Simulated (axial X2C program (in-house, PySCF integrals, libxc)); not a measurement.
# ICa: from the state search to constants

Aim: find the lowest determinant of ICa, scan the bond at several levels and fit the constants, once spin-free and once with spin–orbit coupling.

Computed with an in-house X2C program for linear molecules on PySCF integrals. Level: all-electron X2C, I dyall-cv3z, Ca dyall-cv3z.

All values are calculated.

## 1. Set-up

The input, task.json:

```json
{"zs": [53, 20], "q": 0, "bas": ["dyall-cv3z", "dyall-cv3z"], "levels": ["PBE0", "HF", "BP86"], "cc": true, "r0": 3.04, "thr": -1.0, "nmax": 90, "npts": 10, "nst": 2, "ntry": 6}
```

Keys: zs atomic numbers; q charge; bas basis sets; levels methods (HF also brings MP2); cc coupled cluster on or off; r0 starting distance in Å; thr threshold in hartree for freezing inner shells (an s shell follows its p shell); nmax most natural virtual spinors; npts points asked for on the curve; nst determinants followed; ntry starts of the search.

Started as:

```
python so2c.py task.json out
```

Spin-free means the one-electron spin-free X2C Hamiltonian; two-component (2c) means X2C with spin–orbit coupling and atomic mean-field two-electron Coulomb and Gaunt terms. Basis: I dyall-cv3z contracted to [11s12p8d4f1g], Ca dyall-cv3z contracted to [11s12p6d4f]; Gaussian nuclei, density fitting. Masses: I 126.904 u, Ca 39.963 u.

Notation: σ, π±, δ± give the projection m of an orbital's angular momentum (0, ±1, ±2), α and β its spin, Λ and M_S the sums; ω is the projection of a spinor's total angular momentum and Ω the sum. Logs are in hartree.

The results follow Hamiltonian by Hamiltonian and level by level.

## 2. State search with PBE0

PBE0 moves the distance from 3.040 Å to 2.835 Å and compares determinants there.

Spin-free determinants:

| ΔE (eV) | state | open shells |
| --- | --- | --- |
| 0.00 | M_S = 1/2, Λ = 0 | beyond closed shells: σα |
| 1.78 | M_S = 1/2, Λ = 1 | beyond closed shells: π+α |
| 2.26 | M_S = 1/2, Λ = 2 | beyond closed shells: δ+α |
| 4.03 | M_S = 1/2, Λ = 1 | beyond closed shells: π+α, π+β, π-α |
| 5.24 | M_S = 3/2, Λ = 2 | beyond closed shells: σα, 2 × π+α, π+β, π-α |

Two-component determinants:

| ΔE (eV) | state | open shells |
| --- | --- | --- |
| 0.00 | Ω = 1/2 | excess of +ω over −ω: ω = 1/2 |
| 1.78 | Ω = 3/2 | excess of +ω over −ω: ω = 3/2 |
| 2.26 | Ω = 5/2 | excess of +ω over −ω: ω = 5/2 |
| 3.73 | Ω = 3/2 | excess of +ω over −ω: ω = 3/2 |
| 4.95 | Ω = 7/2 | excess of +ω over −ω: ω = 1/2, 2 × ω = 3/2 |
| 5.02 | Ω = 5/2 | excess of +ω over −ω: 2 × ω = 1/2, ω = 3/2 |
| 5.08 | Ω = 1/2 | excess of +ω over −ω: 2 × ω = -1/2, ω = 3/2 |

## 3. PBE0, spin-free

State followed: M_S = 1/2, Λ = 0 (beyond closed shells: σα). The scan is laid around 2.835 Å, a first estimate of the minimum, and this SCF restarts from the orbitals of the search.

Output at 2.835 Å:

```text
spin-free X2C-1e  PBE0
basis functions 229  fitting functions 971  grid points 5803
iter        total energy     max residual
   1      -7795.727819218     8.86e-05
   2      -7795.727819263     6.34e-05
   3      -7795.727819310     1.31e-05
   4      -7795.727819314     6.01e-06
converged
one-electron -11083.45784543  Coulomb 3309.02085032  exact exchange -53.97222375  xc functional -165.17674634  nuclear repulsion 197.85814588
```

Along the bond, energies from the lowest point:

```tsv
R (Å)	E (eV)	μ (D)	HOMO (eV)	LUMO (eV)	iterations
2.466	0.6179	2.77	-4.18	-2.03	30
2.580	0.2492	3.17	-4.29	-2.11	22
2.665	0.0944	3.53	-4.38	-2.19	18
2.750	0.0177	3.91	-4.47	-2.26	16
2.835	0.0000	4.32	-4.56	-2.34	4
2.934	0.0349	4.82	-4.66	-2.44	14
3.034	0.1129	5.34	-4.76	-2.54	13
3.161	0.2553	6.04	-4.89	-2.68	13
3.317	0.4678	6.90	-5.04	-2.84	13
3.544	0.8080	8.17	-5.23	-3.08	14
```

Dipoles are positive if Ca is the positive end.

Outer orbitals at the reference distance:

```
symmetry  occupied  ε (eV)             atomic character
     π-α       yes  -30.71                    100% Ca p
     π+α       yes  -30.71                    100% Ca p
      σα       yes  -30.63                     99% Ca p
     π+β       yes  -30.61                    100% Ca p
     π-β       yes  -30.61                    100% Ca p
      σβ       yes  -30.47                     99% Ca p
      σα       yes  -17.86    82% I s, 7% Ca p, 5% Ca d
      σβ       yes  -17.81    82% I s, 7% Ca p, 5% Ca d
      σα       yes   -7.74   79% I p, 10% Ca s, 5% Ca d
      σβ       yes   -7.63    80% I p, 8% Ca s, 5% Ca d
     π+α       yes   -6.97    88% I p, 6% Ca d, 4% Ca p
     π-α       yes   -6.97    88% I p, 6% Ca d, 4% Ca p
     π+β       yes   -6.96    89% I p, 6% Ca d, 3% Ca p
     π-β       yes   -6.96    89% I p, 6% Ca d, 3% Ca p
      σα       yes   -4.56  71% Ca s, 20% Ca p, 4% Ca d
      σβ        no   -2.34  78% Ca s, 11% Ca p, 7% Ca d
     π-α        no   -1.43           72% Ca p, 28% Ca d
     π+α        no   -1.43           72% Ca p, 28% Ca d
      σα        no   -1.23           57% Ca d, 39% Ca p
```

PBE0 fields in the half plane through the axis: z from -2.4 to 5.1 Å across, distance from the axis 0.15 to 2.25 Å upwards; I lies at z = 0 and Ca at z = 2.835 Å; the ELF is damped to zero where the density is low.

log10 density (e/bohr³). Ten even steps from '0' (-4.25 ) to '9' (1.84 ):
```
00011222222222112222222111
00112223333222222222222211
01122333333333222222222221
11223344444433333333332222
12234445554443334444333222
12334455655544445555433222
12344567776544456666543322
12344568986554456886543322
```

ELF. Ten even steps from '0' (0.00 ) to '9' (0.98 ):
```
00001233333210012579999874
00013455655431112368999997
00135677777653100125799999
01356788887764100011269999
02467877667874001332115999
02578752224774027887302799
13578526762574168778710599
13677446764473186867830399
```

Re = 2.822 Å, ωe = 239.1 cm⁻¹, ωexe = 0.632 cm⁻¹, Be = 0.06964 cm⁻¹, De = 3.26 eV, μ = 4.26 D.

## 4. HF, spin-free

Output at 2.835 Å:

```text
spin-free X2C-1e  HF
basis functions 229  fitting functions 971  grid points 5803
iter        total energy     max residual
   1      -7792.467744215     3.50e-01
   2      -7792.493969364     6.84e-03
   3      -7792.494941130     1.01e-02
   4      -7792.495173307     2.94e-03
   5      -7792.495280574     2.13e-03
   6      -7792.495312525     1.35e-03
   7      -7792.495315075     2.07e-04
   8      -7792.495315331     7.94e-05
   9      -7792.495315373     4.11e-05
  10      -7792.495315381     5.14e-06
  11      -7792.495315383     4.93e-06
  12      -7792.495315383     1.82e-06
converged
one-electron -11081.89817559  Coulomb 3307.50173579  exact exchange -215.95702147  xc functional 0.00000000  nuclear repulsion 197.85814588
```

Re = 2.912 Å, ωe = 228.2 cm⁻¹, ωexe = 0.59 cm⁻¹, Be = 0.0654 cm⁻¹, De = 2.76 eV, μ = 4.66 D.

## 5. BP86, spin-free

The SCF at the reference distance of 2.835 Å:

```text
spin-free X2C-1e  BP86
basis functions 229  fitting functions 971  grid points 5803
iter        total energy     max residual
   1      -7797.138741023     1.45e-01
   2      -7797.142834502     5.86e-03
   3      -7797.143542538     1.27e-02
   4      -7797.143689136     1.53e-03
   5      -7797.143714747     2.54e-03
   6      -7797.143723961     2.97e-04
   7      -7797.143724778     6.15e-04
   8      -7797.143725410     1.94e-05
   9      -7797.143725419     1.30e-05
converged
one-electron -11083.71877003  Coulomb 3309.27953919  exact exchange 0.00000000  xc functional -220.56264047  nuclear repulsion 197.85814588
```

Re = 2.819 Å, ωe = 235.2 cm⁻¹, ωexe = 0.648 cm⁻¹, Be = 0.06979 cm⁻¹, De = 3.24 eV, μ = 4.32 D.

## 6. Correlated methods, spin-free

Correlated methods: 9 electrons correlated (frozen shells, counted by type: I 4 s, 3 p, 2 d; Ca 3 s, 2 p), 299 virtual spinors in MP2, 90 natural virtuals in coupled cluster.

Output of the correlated part at 2.835 Å:

```text
correlated 9  virtual 299  natural virtual 90  E(MP2) -0.154161806  MP2 remainder -0.002688551
iter   CCSD correlation   residual
   1     -0.162719094   7.65e-02
   2     -0.166328637   2.44e-02
   3     -0.166575788   7.11e-03
   4     -0.166581042   3.00e-03
   5     -0.166588856   1.04e-03
   6     -0.166588251   3.91e-04
   7     -0.166589052   1.36e-04
   8     -0.166589190   4.08e-05
   9     -0.166588920   1.13e-05
  10     -0.166588956   3.36e-06
  11     -0.166588956   8.95e-07
(T) -0.006844559  T1 0.0136  D1 0.0292  max T2 0.032
```

T1 in the output is the amplitude norm over the root of the electron number; divide by √2 for the Lee–Taylor value.

MP2: Re = 2.901 Å, ωe = 230.2 cm⁻¹, Be = 0.06591 cm⁻¹, De = 3.20 eV.

CCSD: Re = 2.899 Å, ωe = 229.8 cm⁻¹, Be = 0.06598 cm⁻¹, De = 2.89 eV. T1 at Re = 0.009 (Lee–Taylor, the printed value over √2).

CCSD(T): Re = 2.900 Å, ωe = 229.6 cm⁻¹, Be = 0.06597 cm⁻¹, De = 2.96 eV. T1 at Re = 0.009 (Lee–Taylor, the printed value over √2).

## 7. A higher determinant, spin-free

State: M_S = 1/2, Λ = 1 (beyond closed shells: π+α).

Output at the reference distance:

```text
spin-free X2C-1e  PBE0
basis functions 229  fitting functions 971  grid points 5803
iter        total energy     max residual
   1      -7795.662503581     2.91e-05
   2      -7795.662503595     2.27e-05
   3      -7795.662503604     5.88e-06
converged
one-electron -11083.97109628  Coulomb 3309.63502233  exact exchange -53.97761637  xc functional -165.20695917  nuclear repulsion 197.85814588
```

```tsv
R (Å)	E above the lowest PBE0 point (eV)
2.466	2.348
2.580	1.999
2.665	1.856
2.750	1.788
2.835	1.777
2.934	1.817
3.034	1.898
3.161	2.040
3.317	2.249
```

Re = 2.811 Å, ωe = 237.9 cm⁻¹, ωexe = 0.666 cm⁻¹, Be = 0.07019 cm⁻¹, μ = 4.78 D. Te = 1.78 eV.

## 8. The spin-free curves together

Energy (eV) of the followed determinant, spin-free, from each level's lowest point:

```tsv
R (Å)	PBE0	HF	MP2	CCSD	CCSD(T)	BP86
2.466	0.618	0.973	0.924	n/a	n/a	0.588
2.580	0.249	0.470	0.438	0.434	0.434	0.235
2.665	0.094	0.234	0.212	0.209	0.209	0.087
2.750	0.018	0.091	0.077	0.075	0.075	0.015
2.835	0.000	0.018	0.011	0.010	0.010	0.000
2.934	0.035	0.000	0.000	0.000	0.000	0.035
3.034	0.113	0.036	0.042	0.042	0.042	0.112
3.161	0.255	0.137	0.150	0.150	0.150	0.249
3.317	0.468	0.314	0.333	n/a	n/a	0.454
3.544	0.808	0.622	0.650	n/a	n/a	0.778
```

## 9. PBE0, 2c

State followed: Ω = 1/2 (excess of +ω over −ω: ω = 1/2). The scan is laid around 2.835 Å, a first estimate of the minimum, and this SCF restarts from the orbitals of the search.

The SCF at the reference distance of 2.835 Å:

```text
two-component X2C + atomic mean field  PBE0
basis functions 229  fitting functions 971  grid points 5803
iter        total energy     max residual
   1      -7792.617305883     4.40e-05
   2      -7792.617305884     4.82e-06
converged
one-electron -11074.23205100  Coulomb 3307.25116496  exact exchange -53.94158658  xc functional -165.08857921  nuclear repulsion 197.85814588  atomic mean-field constant -4.46439995
```

Along the bond, energies from the lowest point:

```tsv
R (Å)	E (eV)	μ (D)	HOMO (eV)	LUMO (eV)	iterations
2.466	0.6236	2.75	-4.17	-2.03	31
2.580	0.2532	3.15	-4.29	-2.12	22
2.665	0.0972	3.50	-4.37	-2.19	17
2.750	0.0191	3.88	-4.46	-2.26	15
2.835	0.0000	4.28	-4.55	-2.35	2
2.934	0.0333	4.78	-4.65	-2.44	14
3.034	0.1096	5.29	-4.75	-2.54	13
3.161	0.2498	5.98	-4.87	-2.68	13
3.317	0.4595	6.82	-5.01	-2.84	12
3.544	0.7952	8.04	-5.20	-3.08	14
```

Dipoles are positive if Ca is the positive end.

Outer spinors at the reference distance:

| ω | occupied | ε (eV) | atomic character | λ mixture |
| --- | --- | --- | --- | --- |
| -1/2 | yes | -30.87 | 100% Ca p | 86% π, 14% σ |
| 1/2 | yes | -30.84 | 100% Ca p | 64% π, 36% σ |
| 3/2 | yes | -30.56 | 100% Ca p | 100% π |
| 1/2 | yes | -30.48 | 100% Ca p | 64% σ, 36% π |
| -3/2 | yes | -30.47 | 100% Ca p | 100% π |
| -1/2 | yes | -30.37 | 100% Ca p | 86% σ, 14% π |
| 1/2 | yes | -17.87 | 82% I s, 7% Ca p, 5% Ca d | 100% σ |
| -1/2 | yes | -17.83 | 82% I s, 7% Ca p, 5% Ca d | 100% σ |
| 1/2 | yes | -8.00 | 83% I p, 6% Ca s, 5% Ca d | 74% σ, 26% π |
| -1/2 | yes | -7.93 | 84% I p, 5% Ca d, 5% Ca s | 69% σ, 31% π |
| 1/2 | yes | -7.05 | 85% I p, 6% Ca d, 4% Ca s | 74% π, 26% σ |
| -1/2 | yes | -7.02 | 85% I p, 6% Ca d, 4% Ca p | 69% π, 31% σ |
| 3/2 | yes | -6.68 | 88% I p, 6% Ca d, 4% Ca p | 100% π |
| -3/2 | yes | -6.67 | 88% I p, 6% Ca d, 4% Ca p | 100% π |
| 1/2 | yes | -4.55 | 70% Ca s, 20% Ca p, 5% Ca d | 100% σ |
| -1/2 | no | -2.35 | 78% Ca s, 11% Ca p, 7% Ca d | 100% σ |
| -1/2 | no | -1.43 | 73% Ca p, 27% Ca d | 100% π |
| 3/2 | no | -1.42 | 71% Ca p, 28% Ca d | 100% π |
| 1/2 | no | -1.23 | 57% Ca d, 39% Ca p | 100% σ |

PBE0 fields in the half plane through the axis: z from -2.4 to 5.1 Å across, distance from the axis 0.15 to 2.25 Å upwards; I lies at z = 0 and Ca at z = 2.835 Å; the ELF is damped to zero where the density is low.

log10 density (e/bohr³). Ten even steps from ' ' (-4.24 ) to '@' (1.84 ):
```
      ....::::::::::::::::::....::::::::::::::......
    ....::::::--------::::::::::::::::::::::::::....
  ....::::------------------::::::::::::::::::::::..
....::::----============--------------------::::::::
..::::----====++++++======------========------::::::
..::----====++++**++++++========++++++++==----::::::
..::--====++**######**++======++********++==----::::
..::--====++**%%@@%%**++++====++**%%%%**++==----::::
```

ELF. Ten even steps from ' ' (0.00 ) to '@' (0.98 ):
```
        ..::----------::..    ..::++##@@@@@@@@%%##==
      ..--==++++++++++==--......::--**%%@@@@@@@@@@##
    ..--++**##########**++--..    ..::++##@@@@@@@@@@
  ..--++**##%%%%%%%%####**==..      ....::**@@@@@@@@
  ::==**##%%####****##%%##==    ..----::....++@@@@@@
..::++##%%##++::::::==####==  ::##%%%%##--  ::##@@@@
..--++##%%++::**##**::++##==..**%%####%%##..  ++@@@@
..--**####====**##**====##--..%%**%%**##%%--  --@@@@
```

Re = 2.825 Å, ωe = 238.0 cm⁻¹, ωexe = 0.634 cm⁻¹, Be = 0.06951 cm⁻¹, De = 3.00 eV, μ = 4.23 D.

## 10. HF, 2c

The SCF at the reference distance of 2.835 Å:

```text
two-component X2C + atomic mean field  HF
basis functions 229  fitting functions 971  grid points 5803
iter        total energy     max residual
   1      -7789.353486404     4.09e-01
   2      -7789.379771263     6.82e-03
   3      -7789.380759699     1.20e-02
   4      -7789.380996697     3.50e-03
   5      -7789.381105247     2.49e-03
   6      -7789.381137737     1.60e-03
   7      -7789.381140464     2.20e-04
   8      -7789.381140748     9.96e-05
   9      -7789.381140796     5.35e-05
  10      -7789.381140806     5.52e-06
  11      -7789.381140808     6.55e-06
  12      -7789.381140808     2.46e-06
converged
one-electron -11072.66877575  Coulomb 3305.72824179  exact exchange -215.83435278  xc functional 0.00000000  nuclear repulsion 197.85814588  atomic mean-field constant -4.46439995
```

Re = 2.915 Å, ωe = 227.3 cm⁻¹, ωexe = 0.59 cm⁻¹, Be = 0.06529 cm⁻¹, De = 2.46 eV, μ = 4.64 D.

## 11. BP86, 2c

Output at 2.835 Å:

```text
two-component X2C + atomic mean field  BP86
basis functions 229  fitting functions 971  grid points 5803
iter        total energy     max residual
   1      -7794.029196024     1.67e-01
   2      -7794.033278649     6.24e-03
   3      -7794.034003051     1.49e-02
   4      -7794.034154131     1.38e-03
   5      -7794.034180435     2.98e-03
   6      -7794.034190000     3.63e-04
   7      -7794.034190846     7.20e-04
   8      -7794.034191500     1.88e-05
   9      -7794.034191509     1.21e-05
converged
one-electron -11074.49283625  Coulomb 3307.50978716  exact exchange 0.00000000  xc functional -220.44488836  nuclear repulsion 197.85814588  atomic mean-field constant -4.46439995
```

Re = 2.822 Å, ωe = 233.9 cm⁻¹, ωexe = 0.653 cm⁻¹, Be = 0.06964 cm⁻¹, De = 2.96 eV, μ = 4.29 D.

## 12. Correlated methods, 2c

Correlated methods: 9 electrons correlated (frozen shells, counted by type: I 4 s, 3 p, 2 d; Ca 3 s, 2 p), 299 virtual spinors in MP2, 90 natural virtuals in coupled cluster.

Output of the correlated part at 2.835 Å:

```text
correlated 9  virtual 299  natural virtual 90  E(MP2) -0.153687435  MP2 remainder -0.002707287
iter   CCSD correlation   residual
   1     -0.162225135   7.63e-02
   2     -0.165824484   2.43e-02
   3     -0.166065071   7.06e-03
   4     -0.166070466   3.00e-03
   5     -0.166078130   1.04e-03
   6     -0.166077527   3.89e-04
   7     -0.166078346   1.34e-04
   8     -0.166078466   4.01e-05
   9     -0.166078204   1.13e-05
  10     -0.166078242   3.42e-06
  11     -0.166078243   9.68e-07
(T) -0.006777838  T1 0.0136  D1 0.0294  max T2 0.031
```

MP2: Re = 2.903 Å, ωe = 229.3 cm⁻¹, Be = 0.0658 cm⁻¹, De = 2.92 eV.

CCSD: Re = 2.902 Å, ωe = 229.2 cm⁻¹, ωexe = 0.584 cm⁻¹, Be = 0.06586 cm⁻¹, De = 2.60 eV. T1 at Re = 0.009 (Lee–Taylor, the printed value over √2).

CCSD(T): Re = 2.902 Å, ωe = 229.0 cm⁻¹, ωexe = 0.583 cm⁻¹, Be = 0.06586 cm⁻¹, De = 2.67 eV. T1 at Re = 0.009 (Lee–Taylor, the printed value over √2).

## 13. A higher determinant, 2c

State: Ω = 3/2 (excess of +ω over −ω: ω = 3/2).

Output at the reference distance:

```text
two-component X2C + atomic mean field  PBE0
basis functions 229  fitting functions 971  grid points 5803
iter        total energy     max residual
   1      -7792.551969926     4.81e-05
   2      -7792.551969930     1.00e-05
converged
one-electron -11074.73663392  Coulomb 3307.85660139  exact exchange -53.94697531  xc functional -165.11870802  nuclear repulsion 197.85814588  atomic mean-field constant -4.46439995
```

```tsv
R (Å)	E above the lowest PBE0 point (eV)
2.466	2.354
2.580	2.004
2.665	1.860
2.750	1.790
2.835	1.778
2.934	1.816
3.034	1.895
3.161	2.035
3.317	2.241
```

Re = 2.814 Å, ωe = 236.6 cm⁻¹, ωexe = 0.67 cm⁻¹, Be = 0.07005 cm⁻¹, μ = 4.74 D. Te = 1.78 eV.

## 14. The 2c curves together

Energy (eV) of the followed determinant, 2c, from each level's lowest point:

```tsv
R (Å)	PBE0	HF	MP2	CCSD	CCSD(T)	BP86
2.466	0.624	0.980	0.930	n/a	n/a	0.594
2.580	0.253	0.475	0.443	0.439	0.439	0.239
2.665	0.097	0.238	0.216	0.213	0.213	0.090
2.750	0.019	0.093	0.079	0.078	0.078	0.017
2.835	0.000	0.019	0.012	0.011	0.011	0.000
2.934	0.033	0.000	0.000	0.000	0.000	0.033
3.034	0.110	0.035	0.041	0.041	0.041	0.108
3.161	0.250	0.134	0.147	0.147	0.147	0.243
3.317	0.460	0.309	0.328	n/a	n/a	0.444
3.544	0.795	0.614	0.642	n/a	n/a	0.763
```

The whole job took 3.4 min on 1 thread of Arm Neoverse V1, shared host; peak memory 0.66 GiB.

## 15. Constants

Lowest determinant that the search found at its distance, spin-free: M_S = 1/2, Λ = 0 (beyond closed shells: σα).

Lowest determinant that the search found at its distance, 2c: Ω = 1/2 (excess of +ω over −ω: ω = 1/2).

```json
{"Hamiltonian": "spin-free", "level": "PBE0", "Re (Å)": "2.822", "ωe (cm⁻¹)": "239.1", "De (eV)": "3.26", "μ (D)": "4.26"}
{"Hamiltonian": "spin-free", "level": "HF", "Re (Å)": "2.912", "ωe (cm⁻¹)": "228.2", "De (eV)": "2.76", "μ (D)": "4.66"}
{"Hamiltonian": "spin-free", "level": "MP2", "Re (Å)": "2.901", "ωe (cm⁻¹)": "230.2", "De (eV)": "3.20", "μ (D)": "n/a"}
{"Hamiltonian": "spin-free", "level": "CCSD", "Re (Å)": "2.899", "ωe (cm⁻¹)": "229.8", "De (eV)": "2.89", "μ (D)": "n/a"}
{"Hamiltonian": "spin-free", "level": "CCSD(T)", "Re (Å)": "2.900", "ωe (cm⁻¹)": "229.6", "De (eV)": "2.96", "μ (D)": "n/a"}
{"Hamiltonian": "spin-free", "level": "BP86", "Re (Å)": "2.819", "ωe (cm⁻¹)": "235.2", "De (eV)": "3.24", "μ (D)": "4.32"}
{"Hamiltonian": "2c", "level": "PBE0", "Re (Å)": "2.825", "ωe (cm⁻¹)": "238.0", "De (eV)": "3.00", "μ (D)": "4.23"}
{"Hamiltonian": "2c", "level": "HF", "Re (Å)": "2.915", "ωe (cm⁻¹)": "227.3", "De (eV)": "2.46", "μ (D)": "4.64"}
{"Hamiltonian": "2c", "level": "MP2", "Re (Å)": "2.903", "ωe (cm⁻¹)": "229.3", "De (eV)": "2.92", "μ (D)": "n/a"}
{"Hamiltonian": "2c", "level": "CCSD", "Re (Å)": "2.902", "ωe (cm⁻¹)": "229.2", "De (eV)": "2.60", "μ (D)": "n/a"}
{"Hamiltonian": "2c", "level": "CCSD(T)", "Re (Å)": "2.902", "ωe (cm⁻¹)": "229.0", "De (eV)": "2.67", "μ (D)": "n/a"}
{"Hamiltonian": "2c", "level": "BP86", "Re (Å)": "2.822", "ωe (cm⁻¹)": "233.9", "De (eV)": "2.96", "μ (D)": "4.29"}
```

Dipoles are positive if Ca is the positive end.

Time per point (s) on 1 thread of Arm Neoverse V1, shared host (2c runs; CCSD comes with the CCSD(T) run); the times are rough: PBE0 1.7, HF 1.3, MP2 1.5, CCSD(T) 4.5, BP86 0.77.

**Reading.** At CCSD(T), going from spin-free to two-component changes Re by +3 mÅ, ωe by -0.3 %, which is small (part of it comes from the scalar share of the two-electron terms). De moves by -0.29 eV; both De rest on single-determinant atoms, which can miss part of an open shell's spin–orbit lowering.

De refers to I + Ca, each in the lowest determinant found, which need not be this curve's own limit. Each curve is one determinant whose occupation by symmetry is held fixed; it was picked as the lowest of a PBE0 search that is not exhaustive. Dissociation energies refer to the lowest single-determinant-based atoms at the same level and basis. Density functionals use the spin component along the axis (collinear). CCSD and (T) use frozen natural virtuals with an MP2 correction for the truncation. With the outer-core shells frozen, correlated bond lengths of heavy atoms tend to come out a few hundredths of an ångström too long.
